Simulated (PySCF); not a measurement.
# CH2GaNS (GaH2(NCS)): TPSSh/aug-cc-pVDZ

Aim: the vertical ionisation energy of CH2GaNS (GaH2(NCS)) at TPSSh/aug-cc-pVDZ, from 2 runs. The job is set up through a Python script.

Program for the calculation: PySCF 2.14.0.

## Step 1: Starting point

CH2GaNS: 6 atoms, total charge 0, spin state singlet. As SMILES, `[H][Ga]([H])[N]=C=S`. Geometry: a GFN2-xTB relaxation, a rough one for these elements and not checked as a minimum.

Bond lengths: Ga1–N4 1.826 Å, N4–C5 1.202 Å, C5–S6 1.551 Å, Ga1–H2 1.545 Å, Ga1–H3 1.545 Å. Angles: Ga1–N4–C5 178.6°, N4–C5–S6 179.9°, H2–Ga1–N4 116.4°, H3–Ga1–N4 116.3°, H2–Ga1–H3 127.3°.

## Step 2: The energy at TPSSh/aug-cc-pVDZ

run.py

```python
from pyscf import gto, dft

system = gto.Mole()
system.atom = [
    ('Ga', (0.670630, 1.164170, -0.002760)),
    ('H', (2.211160, 1.060940, 0.047470)),
    ('H', (-0.181080, 2.452850, -0.032100)),
    ('N', (-0.249060, -0.412950, -0.020030)),
    ('C', (-0.842440, -1.458460, -0.004760)),
    ('S', (-1.609210, -2.806540, 0.012170)),
]
system.max_memory = 1860
system.basis = 'aug-cc-pvdz'
system.charge = 0
system.verbose = 4
system.build()

calc0 = dft.RKS(system, xc='tpssh')
calc0.conv_tol = 1e-10
calc0.grids.level = 5
calc0.kernel()
if not calc0.converged:
    calc0 = calc0.newton().run(calc0.mo_coeff, calc0.mo_occ)

e_final = calc0.e_tot
print('E(%s) = %.9f' % ('TPSSH', e_final))
```

Launch:

```bash
$ OMP_NUM_THREADS=1 python run.py
```

The program printed:

```text
PySCF version 2.14.0

[INPUT] num. atoms = 6
[INPUT] num. electrons = 62
[INPUT] charge = 0
[INPUT] spin (= nelec alpha-beta = 2S) = 0
[INPUT] symmetry False subgroup None
[INPUT] Mole.unit = angstrom
[INPUT] Symbol           X                Y                Z      unit          X                Y                Z       unit  Magmom
[INPUT]  1 Ga     0.670630000000   1.164170000000  -0.002760000000 AA    1.267307030917   2.199962462435  -0.005215644104 Bohr   0.0
[INPUT]  2 H      2.211160000000   1.060940000000   0.047470000000 AA    4.178486817593   2.004886034596   0.089705299133 Bohr   0.0
[INPUT]  3 H     -0.181080000000   2.452850000000  -0.032100000000 AA   -0.342191606636   4.635214724639  -0.060660208599 Bohr   0.0
[INPUT]  4 N     -0.249060000000  -0.412950000000  -0.020030000000 AA   -0.470655188584  -0.780362403139  -0.037851214275 Bohr   0.0
[INPUT]  5 C     -0.842440000000  -1.458460000000  -0.004760000000 AA   -1.591980876379  -2.756089963633  -0.008995096353 Bohr   0.0
[INPUT]  6 S     -1.609210000000  -2.806540000000   0.012170000000 AA   -3.040966176911  -5.303591957637   0.022997966936 Bohr   0.0

nuclear repulsion = 254.219307037936
number of shells = 43
number of NR pGTOs = 228
number of NR cGTOs = 127
basis = aug-cc-pvdz
ecp = {}

******** <class 'pyscf.dft.rks.RKS'> ********
method = RKS
initial guess = minao
damping factor = 0
level_shift factor = 0
DIIS = <class 'pyscf.scf.diis.CDIIS'>
diis_start_cycle = 1
diis_space = 8
diis_damp = 0
SCF conv_tol = 1e-10
SCF conv_tol_grad = None
SCF max_cycles = 50
direct_scf = True
direct_scf_tol = 1e-13
XC library pyscf.dft.libxc version 7.0.0
    S. Lehtola, C. Steigemann, M. J.T. Oliveira, and M. A.L. Marques.,  SoftwareX 7, 1–5 (2018)
XC functionals = tpssh
radial grids:
    Treutler-Ahlrichs [JCP 102, 346 (1995); DOI:10.1063/1.469408] (M4) radial grids

becke partition: Becke, JCP 88, 2547 (1988); DOI:10.1063/1.454033
pruning grids: <function nwchem_prune>
grids dens level: 5
symmetrized grids: False
atomic radii adjust function: <function treutler_atomic_radii_adjust>
small_rho_cutoff = 0
Set gradient conv threshold to 1e-05
Initial guess from minao.
tot grids = 220496
init E= -2417.06983999221
  HOMO = -0.286859245762459  LUMO = -0.102900581231451  gap/eV = 5.00577
cycle= 1 E= -2417.05733678397  delta_E= 0.0125  |g|= 0.428  |ddm|= 3.41
  HOMO = -0.199283628668102  LUMO = -0.104746055084655  gap/eV = 2.57250
cycle= 2 E= -2417.01069090054  delta_E= 0.0466  |g|= 0.619  |ddm|= 1.52
  HOMO = -0.242149950241243  LUMO = -0.0961137744488565  gap/eV = 3.97385
cycle= 3 E= -2417.09101759707  delta_E= -0.0803  |g|= 0.184  |ddm|= 0.753
  HOMO = -0.245979219127822  LUMO = -0.090452852270503  gap/eV = 4.23209
cycle= 4 E= -2417.09865714625  delta_E= -0.00764  |g|= 0.0449  |ddm|= 0.274
  HOMO = -0.242835408933327  LUMO = -0.0929674682992681  gap/eV = 4.07811
cycle= 5 E= -2417.09924362555  delta_E= -0.000586  |g|= 0.0243  |ddm|= 0.0677
  HOMO = -0.24229909597559  LUMO = -0.0929360167687778  gap/eV = 4.06438
cycle= 6 E= -2417.09941361334  delta_E= -0.00017  |g|= 0.0054  |ddm|= 0.0276
  HOMO = -0.243022339348225  LUMO = -0.0928786385801557  gap/eV = 4.08562
cycle= 7 E= -2417.09942306389  delta_E= -9.45e-06  |g|= 0.000461  |ddm|= 0.00808
  HOMO = -0.242938853933305  LUMO = -0.0927834625981419  gap/eV = 4.08594
cycle= 8 E= -2417.09942312287  delta_E= -5.9e-08  |g|= 0.000116  |ddm|= 0.0014
  HOMO = -0.242943675664984  LUMO = -0.0927896847936407  gap/eV = 4.08590
cycle= 9 E= -2417.09942312766  delta_E= -4.79e-09  |g|= 2e-05  |ddm|= 0.000209
  HOMO = -0.242941175063292  LUMO = -0.0927901254312418  gap/eV = 4.08582
cycle= 10 E= -2417.0994231278  delta_E= -1.41e-10  |g|= 3.08e-06  |ddm|= 3.67e-05
  HOMO = -0.242941540882992  LUMO = -0.0927902981485689  gap/eV = 4.08582
cycle= 11 E= -2417.09942312782  delta_E= -2.23e-11  |g|= 6.9e-07  |ddm|= 5.96e-06
  HOMO = -0.242941425078761  LUMO = -0.0927902100114268  gap/eV = 4.08582
Extra cycle  E= -2417.0994231278  delta_E= 1.68e-11  |g|= 1.7e-06  |ddm|= 2.48e-06
converged SCF energy = -2417.0994231278
E(TPSSH) = -2417.099423128
```

Wall time 67 s (1 thread of Arm Neoverse V1, shared host); peak memory 0.77 GiB.

## Step 3: The doublet cation

run.py

```python
from pyscf import gto, dft

mol = gto.Mole()
mol.atom = [
    ('Ga', (0.670630, 1.164170, -0.002760)),
    ('H', (2.211160, 1.060940, 0.047470)),
    ('H', (-0.181080, 2.452850, -0.032100)),
    ('N', (-0.249060, -0.412950, -0.020030)),
    ('C', (-0.842440, -1.458460, -0.004760)),
    ('S', (-1.609210, -2.806540, 0.012170)),
]
mol.charge = 1
mol.max_memory = 1860
mol.spin = 1
mol.verbose = 3
mol.basis = 'aug-cc-pvdz'
mol.build()

ks = dft.UKS(mol)
ks.xc = 'tpssh'
ks.grids.level = 5
ks.conv_tol = 1e-10
ks.kernel()
if not ks.converged:
    ks = ks.newton().run(ks.mo_coeff, ks.mo_occ)

etot = ks.e_tot
print('E = %.10f Eh' % etot)
```

Launch:

```bash
$ OMP_NUM_THREADS=1 python run.py
```

The program printed:

```text
converged SCF energy = -2416.76281723868  <S^2> = 0.76677933  2S+1 = 2.0167095
E = -2416.7628172387 Eh
```

Run time: 2.6 min. Hardware: 1 thread of Arm Neoverse V1, shared host; peak memory 0.8 GiB.

## Step 4: What came out

Level: TPSSh/aug-cc-pVDZ.

| quantity | value |
| --- | --- |
| singlet CH2GaNS: total energy | -2417.09942 Eh |
| singlet CH2GaNS: dipole moment | 2.75 D |
| singlet CH2GaNS: HOMO energy | -6.61 eV |
| singlet CH2GaNS: LUMO energy | -2.52 eV |
| singlet CH2GaNS: HOMO–LUMO gap | 4.09 eV |
| doublet cation: total energy | -2416.76282 Eh |
| doublet cation: HOMO energy (highest over α and β) | -13.13 eV |
| doublet cation: LUMO energy (lowest over α and β) | -11.65 eV |
| doublet cation: ⟨S²⟩ | 0.767 |
| vertical ionisation energy (to the doublet cation) | 9.160 eV |

**Reading.** Removing an electron at fixed nuclei costs 9.16 eV (211 kcal/mol). The negative HOMO energy of the first species, 6.61 eV, lies 2.55 eV below that difference. Mulliken charges (singlet CH2GaNS) run from -0.36 on N4 to +0.48 on Ga1; in a basis this large or diffuse they mean little.
